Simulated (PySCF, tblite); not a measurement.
# C4H7F3S2Si: geometry, infrared bands and NMR shifts

Aim: predict the infrared bands and NMR shifts of C4H7F3S2Si (`C[C@]1(C(F)(F)F)CS[SiH2]S1`).

Computed with tblite 0.8.0 and PySCF 2.14.0, with density-fitted response routines of our own, on a single molecule in the gas phase. Atoms are numbered from 0 throughout.

## 1. The molecule as given

17 atoms, charge 0, multiplicity 1; geometry from: force field or distance geometry start.

Bonds of the start (Å): C0–C1 1.50, C1–C2 1.52, C2–F3 1.39, C2–F4 1.38, C2–F5 1.38, C1–C6 1.47, C6–S7 1.81, S7–Si8 2.15, Si8–S9 2.17, S9–C1 1.81, C0–H10 1.12, C0–H11 1.09, C0–H12 1.13, C6–H13 1.11, C6–H14 1.11, Si8–H15 1.45, Si8–H16 1.46.

## 2. Geometry optimisation with GFN2-xTB

What the job is given:

```
{"job": {"kind": "relax", "xc": "GFN2-xTB", "basis": "xTB"}, "charge": 0, "multiplicity": 1}
C     -1.164500    -1.062100     0.459200
C     -0.369100     0.166200     0.110200
C     -1.281700     1.381000     0.182700
F     -1.759000     1.412700     1.485900
F     -2.340000     1.287100    -0.701400
F     -0.553200     2.540400     0.016600
C      0.149900     0.076500    -1.263900
S      1.475000    -1.149900    -1.348400
Si     2.596200    -0.564800     0.387800
S      0.951400     0.512600     1.297700
H     -2.084700    -1.092000    -0.180900
H     -0.574300    -1.973400     0.365700
H     -1.544800    -0.947200     1.519100
H     -0.667100    -0.296100    -1.921700
H      0.484500     1.043900    -1.691400
H      3.648700     0.387800     0.090800
H      3.025700    -1.710600     1.182100
```

Launch:

```bash
$ OMP_NUM_THREADS=1 python probes_run.py task.json out
```

The driver reads the jobs from task.json and runs them one after another.

**Question.** This job is followed by: GFN2-xTB harmonic vibrations, gas phase; GIAO PBE0/pcSseg-1 NMR shielding, non-relativistic, gas phase. What will the session give for the following? strongest single infrared mode (GFN2-xTB); zero-point energy (GFN2-xTB); 13C shifts against TMS (PBE0/pcSseg-1); 1H shifts against TMS (PBE0/pcSseg-1, means over atoms taken as alike); 19F shifts against CFCl3 (PBE0/pcSseg-1, means over atoms taken as alike); 33S shifts against CS2 (PBE0/pcSseg-1); 29Si shifts against TMS (PBE0/pcSseg-1); surface potential, 1st and 99th percentile.

As calculated:

```
                                                                 quantity                             value
                                strongest single infrared mode (GFN2-xTB)             2359 cm⁻¹, 235 km/mol
                                             zero-point energy (GFN2-xTB)                     66.4 kcal/mol
                                   13C shifts against TMS (PBE0/pcSseg-1)       136.1, 68.9, 46.3, 25.4 ppm
   1H shifts against TMS (PBE0/pcSseg-1, means over atoms taken as alike)  5.62, 5.60, 3.36, 2.95, 1.72 ppm
19F shifts against CFCl3 (PBE0/pcSseg-1, means over atoms taken as alike)                         -89.8 ppm
                                   33S shifts against CS2 (PBE0/pcSseg-1)                     -55, -163 ppm
                                  29Si shifts against TMS (PBE0/pcSseg-1)                           0.1 ppm
                                    surface potential, 1st and 99th percentile                -0.74 V and 1.73 V
```

**Reading.** The optimisation took 80 steps and gained 0.507 eV; among the close pairs (by a distance rule), C2–F3 changed most, from 1.388 to 1.335 Å. All 45 modes are real, so the xTB geometry is a minimum. The strongest single mode, at 2359 cm⁻¹, moves mainly H16 and H15. Unscaled tight-binding wavenumbers are off by several per cent, some by more. Its intensities can rank the bands wrongly. At PBE0/pcSseg-1: The largest span, 515 ppm, is at S9, where the paramagnetic term is -500 ppm. At PBE0/pcSseg-1, counted by nearest atom on the grid, the HOMO lies on S7 77 %, the LUMO on S9 23 %; S7 17 %.
